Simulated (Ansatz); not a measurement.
# C2H2AlCl: how energies converge with the basis set

Aim: see how fast density functionals converge with the basis set for C2H2AlCl.

Program: Ansatz 0.2.0, Gaussian basis. Level of theory: one geometry, several basis sets. These are calculated values, not measurements.

Plan: PBE0-D4/def2-SVP; ωB97M-V/def2-SVP; PBE0-D4/def2-QZVPP; ωB97M-V/def2-QZVPP; the functionals' def2-TZVPP values are taken from earlier runs.

### Step 1. The relaxed structure

An earlier PBE0-D4 in a triple-zeta def2 set relaxation fixed the geometry.

6 atoms, charge 0, spin multiplicity 1.

Atoms are counted from 1 here; the program's logs count them from 0.

Bond lengths: Cl1–C2 1.720 Å, C2–C3 1.359 Å, C2–Al4 1.856 Å, C3–Al4 1.863 Å, C3–H5 1.087 Å, Al4–H6 1.569 Å. Angles: Cl1–C2–C3 128.2°, Cl1–C2–Al4 163.0°, C3–C2–Al4 68.9°, C2–C3–Al4 68.3°, C2–C3–H5 128.8°, Al4–C3–H5 162.9°, C2–Al4–C3 42.9°, C2–Al4–H6 158.7°, C3–Al4–H6 158.4°.

### Step 2. PBE0-D4 in def2-SVP

Contents of in.yaml:

```yaml
crystal:
  periodic: [false, false, false]
  atoms:
    - {symbol: Cl, position_ang: [-0.623366, -2.402426, 0.113798]}
    - {symbol: C, position_ang: [-0.311695, -0.714373, 0.004562]}
    - {symbol: C, position_ang: [0.874354, -0.067893, 0.150789]}
    - {symbol: Al, position_ang: [-0.516887, 1.117898, -0.209815]}
    - {symbol: H, position_ang: [1.855312, -0.485027, 0.364290]}
    - {symbol: H, position_ang: [-1.235617, 2.487821, -0.469823]}
basis:
  gaussian: {orbitals: def2-SVP}
hamiltonian: {xc: pbe0, dispersion: d4}
output: {orbitals: {seedname: orbitals}}
```

Started as:

```console
ansatz run in.yaml --threads 2 --pin off --events-out ev --progress --plain --max-ram 4352MiB
```

Further steps of the session: ωB97M-V in def2-SVP; PBE0-D4 in def2-QZVPP; ωB97M-V in def2-QZVPP.

Before running them: what should the planned runs give, taken together? Wanted: PBE0-D4: double and triple zeta above quadruple; ωB97M-V: double and triple zeta above quadruple.

The runs gave:

| quantity | value |
| --- | --- |
| PBE0-D4: double and triple zeta above quadruple | 9.67, 0.68 eV |
| ωB97M-V: double and triple zeta above quadruple | 9.65, 0.65 eV |

**Reading.** For PBE0-D4 the step from double to triple zeta gains 8.98 eV and the next only 0.68 eV. Total energies overstate the basis error of differences, where much of it tends to cancel. The LUMO of ωB97M-V is positive and keeps falling with the basis (0.78 to 0.25 eV): an unbound level that the basis holds in place.
